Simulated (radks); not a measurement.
# Ionising ruthenium step by step, Ru²²⁺ to Ru⁴³⁺

One table from this session's results is given with a row withheld; the runs are named, their logs left out.

The numbers are computed with radks (a radial shooting solver on a logarithmic mesh, Libxc functionals) version 1 (Dirac Kohn-Sham, BLYP, spin-unpolarised, spherical densities, finite nucleus; open shells fill j = l - 1/2 first), except any that are marked as measured or tabulated.

## The system

```
element             : ruthenium (Z = 44)
charges             : 22 to 43
first configuration : [Ar] 3d4
last configuration  : 1s1
```

The first run:

The run's settings:

```text
Z 44
configuration [Ar] 3d4
relativity Dirac
functional b88,lyp
spin unpolarised
j_filling energy
nucleus finite rms 4.4809 fm
c 137.035999084
```

Steps of the session up to this table: Ru²²⁺, [Ar] 3d4.

One of the session's tables, all rows but one given; the rest of the session is left out.

It belongs to the step «Ru²²⁺, [Ar] 3d4». Sizes of the orbitals, from the radial functions (bohr):

| level | <r> | outermost maximum (interpolated) | 90 % within | nodes |
| --- | --- | --- | --- | --- |
| 2s1/2 | 0.1446 | 0.123 | 0.224 | 1 |
| 2p1/2 | 0.1230 | 0.0953 | 0.201 | 0 |
| 2p3/2 | 0.1277 | 0.0993 | 0.207 | 0 |
| 3s1/2 | 0.3769 | 0.348 | 0.551 | 2 |
| 3p1/2 | 0.3650 | 0.333 | 0.545 | 1 |
| 3p3/2 | 0.3734 | 0.341 | 0.556 | 1 |
| 3d3/2 | ? | ? | ? | ? |
| 3d5/2 | 0.3383 | 0.279 | 0.524 | 0 |

**Question.** Estimate the row for 3d3/2.

The run gave: <r>: 0.3357; outermost maximum (interpolated): 0.277; 90 % within: 0.520; nodes: 0. In the column «<r>» it lies between 2s1/2 (0.1446) and 3d5/2 (0.3383).

To keep in mind: Spin polarisation and multiplet splitting are left out, so open shells lie too high by an amount that depends on their filling.
